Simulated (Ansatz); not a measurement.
**C₃H₇BSSi: up Jacob's ladder to CCSD(T)**

One table from this session's results is given with a row withheld; the runs are named, their logs left out.

Program: Ansatz 0.2.0, Gaussian basis. Level of theory: functionals in def2-TZVPP, the program's frozen cores in correlated methods. These are calculated values, not measurements.

Levels to be run: PBE-D4, r2SCAN-D4, PBE0-D4, B3LYP-D4, ωB97X-V, ωB97M-V, B2PLYP; CCSD(T)/def2-TZVPP; MP2/def2-QZVPP; extrapolation to the limit.

**Structure used throughout**

The geometry comes from an earlier relaxation with PBE0-D4 in a triple-zeta def2 set; it is a stationary point, not always the lowest conformer.

13 atoms, charge 0, spin multiplicity 1.

Atoms are counted from 1 here; the program's logs count them from 0.

Bond lengths: B1–Si2 2.021 Å, B1–S4 2.024 Å, B1–H7 1.206 Å, B1–H8 1.200 Å, Si2–C3 1.904 Å, Si2–H9 1.495 Å, Si2–H10 1.491 Å, C3–S4 1.810 Å, C3–C5 1.296 Å, S4–H11 1.349 Å, C5–C6 1.300 Å, C6–H12 1.085 Å, C6–H13 1.085 Å. Angles: Si2–B1–S4 86.3°, Si2–B1–H7 112.7°, Si2–B1–H8 123.7°, S4–B1–H7 101.5°, S4–B1–H8 109.7°, H7–B1–H8 115.8°, B1–Si2–C3 84.9°, B1–Si2–H9 117.4°, B1–Si2–H10 125.3°, C3–Si2–H9 106.1°, C3–Si2–H10 112.4°, H9–Si2–H10 107.1°, Si2–C3–S4 96.2°, Si2–C3–C5 140.9°, S4–C3–C5 121.4°, B1–S4–C3 87.3°, B1–S4–H11 99.6°, C3–S4–H11 96.9° and more.

As a file:

```xyz
13

B     0.2539   -2.1060   -0.7265
Si    1.3462   -0.7939    0.3544
C    -0.1765    0.3387    0.2004
S    -1.3480   -0.9669   -0.2454
C    -0.4917    1.5918    0.1014
C    -0.7544    2.8611    0.0026
H     0.3366   -1.9140   -1.9138
H     0.0570   -3.2421   -0.3927
H     1.5099   -1.0729    1.8142
H     2.5978   -0.1288   -0.1077
H    -1.5753   -1.4162    1.0065
H    -0.6324    3.3870   -0.9385
H    -1.1027    3.4275    0.8600
```

The first run:

File in.yaml:

```yaml
crystal:
  periodic: [false, false, false]
  atoms:
    - {symbol: B, position_ang: [0.253859, -2.106045, -0.726471]}
    - {symbol: Si, position_ang: [1.346152, -0.793867, 0.354445]}
    - {symbol: C, position_ang: [-0.176481, 0.338723, 0.200367]}
    - {symbol: S, position_ang: [-1.347970, -0.966930, -0.245384]}
    - {symbol: C, position_ang: [-0.491653, 1.591817, 0.101397]}
    - {symbol: C, position_ang: [-0.754390, 2.861124, 0.002640]}
    - {symbol: H, position_ang: [0.336601, -1.914016, -1.913847]}
    - {symbol: H, position_ang: [0.057027, -3.242148, -0.392692]}
    - {symbol: H, position_ang: [1.509916, -1.072933, 1.814224]}
    - {symbol: H, position_ang: [2.597795, -0.128808, -0.107713]}
    - {symbol: H, position_ang: [-1.575253, -1.416211, 1.006547]}
    - {symbol: H, position_ang: [-0.632434, 3.386978, -0.938511]}
    - {symbol: H, position_ang: [-1.102668, 3.427515, 0.860000]}
basis:
  gaussian: {orbitals: def2-TZVPP}
hamiltonian: {xc: pbe, dispersion: d4}
output: {forces: true, orbitals: {seedname: orbitals}}
```

Started as:

```sh
ansatz run in.yaml --threads 4 --pin off --events-out ev --progress --plain --max-ram 10444MiB
```

Among the steps run: PBE-D4 (GGA); r2SCAN-D4 (meta-GGA); PBE0-D4 (hybrid); B3LYP-D4 (hybrid); ωB97X-V (range-separated); ωB97M-V (range-separated); B2PLYP (double hybrid); CCSD(T) in def2-TZVPP; MP2 in def2-QZVPP.

One table of the session follows, with a row left open; its other results are not shown here.

It belongs to the step «Atomisation energies». 

| method | atomisation energy (kcal/mol) |
| --- | --- |
| PBE-D4 | 1182.9 |
| r2SCAN-D4 | 1160.6 |
| PBE0-D4 | 1162.2 |
| B3LYP-D4 | 1151.7 |
| ωB97X-V | 1152.1 |
| ωB97M-V | 1154.3 |
| B2PLYP | 1135.8 |
| HF/def2-TZVPP | 837.6 |
| MP2/def2-TZVPP | 1134.8 |
| CCSD/def2-TZVPP | 1094.3 |
| CCSD(T)/def2-TZVPP | 1115.4 |
| MP2/CBS | 1163.7 |
| CCSD(T)/CBS | ? |

**Question.** Estimate the row for CCSD(T)/CBS.

The run gave: atomisation energy (kcal/mol): 1144.3. In the column «atomisation energy (kcal/mol)» it lies between B2PLYP (1135.8) and B3LYP-D4 (1151.7).
